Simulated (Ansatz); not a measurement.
# CaInC6N6: the cost of one run

Method: DFT PBE, scalar-relativistic, plane waves, PAW, in Ansatz 0.2.0.

## (1) Starting point

The structure is cubic, space group Fm-3m (No. 225). Conventional cell: a = 10.762 Å, b = 10.762 Å, c = 10.762 Å, α = 90.00°, β = 90.00°, γ = 90.00°. Ca (site symmetry m-3m) has 6 N at 2.21 Å in its first shell of neighbours. In (site symmetry m-3m) has 6 C at 2.00 Å in its first shell of neighbours. Around C (site symmetry 4mm) lie 1 N at 1.17 Å and 1 In at 2.00 Å. N (site symmetry 4mm) has 1 C at 1.17 Å in its first shell of neighbours.

As a file:

```cif
data_structure
_symmetry_space_group_name_H-M 'Fm-3m'
_symmetry_Int_Tables_number 225
_cell_length_a 10.7620
_cell_length_b 10.7620
_cell_length_c 10.7620
_cell_angle_alpha 90.000
_cell_angle_beta 90.000
_cell_angle_gamma 90.000
_cell_volume 1246.46
loop_
_atom_site_label
_atom_site_type_symbol
_atom_site_symmetry_multiplicity
_atom_site_Wyckoff_symbol
_atom_site_fract_x
_atom_site_fract_y
_atom_site_fract_z
_atom_site_occupancy
Ca1 Ca 4 b 0.50000 0.00000 0.00000 1
In1 In 4 a 0.00000 0.00000 0.00000 1
C1 C 24 e 0.18593 0.00000 0.00000 1
N1 N 24 e 0.29465 0.00000 0.00000 1
```

A structure generator made this guess: cyanide-bridged rock-salt net of two metals, 0 guest cations a cell (Fm-3m, No. 225). Lengths come from tabulated atomic sizes and are only a guess.

## (2) The guess as it stands, on a coarse mesh

File input.yaml:

```yaml
crystal:
  lattice:
    - [0.0, 5.381, 5.381]
    - [5.381, 0.0, 5.381]
    - [5.381, 5.381, 0.0]
  atoms:
    - { symbol: Ca, position: [0.5, 0.5, 0.5] }
    - { symbol: In, position: [0.0, 0.0, 0.0] }
    - { symbol: C, position: [0.81406802, 0.18593198, 0.18593198] }
    - { symbol: C, position: [0.18593198, 0.81406802, 0.18593198] }
    - { symbol: C, position: [0.18593198, 0.18593198, 0.81406802] }
    - { symbol: C, position: [0.18593198, 0.81406802, 0.81406802] }
    - { symbol: C, position: [0.81406802, 0.18593198, 0.81406802] }
    - { symbol: C, position: [0.81406802, 0.81406802, 0.18593198] }
    - { symbol: "N", position: [0.70535217, 0.29464783, 0.29464783] }
    - { symbol: "N", position: [0.29464783, 0.70535217, 0.29464783] }
    - { symbol: "N", position: [0.29464783, 0.29464783, 0.70535217] }
    - { symbol: "N", position: [0.29464783, 0.70535217, 0.70535217] }
    - { symbol: "N", position: [0.70535217, 0.29464783, 0.70535217] }
    - { symbol: "N", position: [0.70535217, 0.70535217, 0.29464783] }
basis:
  ecutwfc: 420
kpoints:
  mp_grid: { grid: [4, 4, 4] }
hamiltonian:
  xc: pbe
scf:
  occupations: { method: gaussian, width: 0.1 }
  lower_state_search: "off"
output:
  forces: true
  stress: true
  eigenvalues: true
```

Launch:

```console
$ ansatz run input.yaml --threads 1 --pin off --max-ram 2560MiB --backend cpu --events-out ev --progress --plain --runs-dir out
```

**Question.** How long does this run take on 1 thread of Intel Xeon Platinum 8488C (Sapphire Rapids), shared host, and how much memory does it need?

About 7.2 s, with a peak of 0.64 GiB.
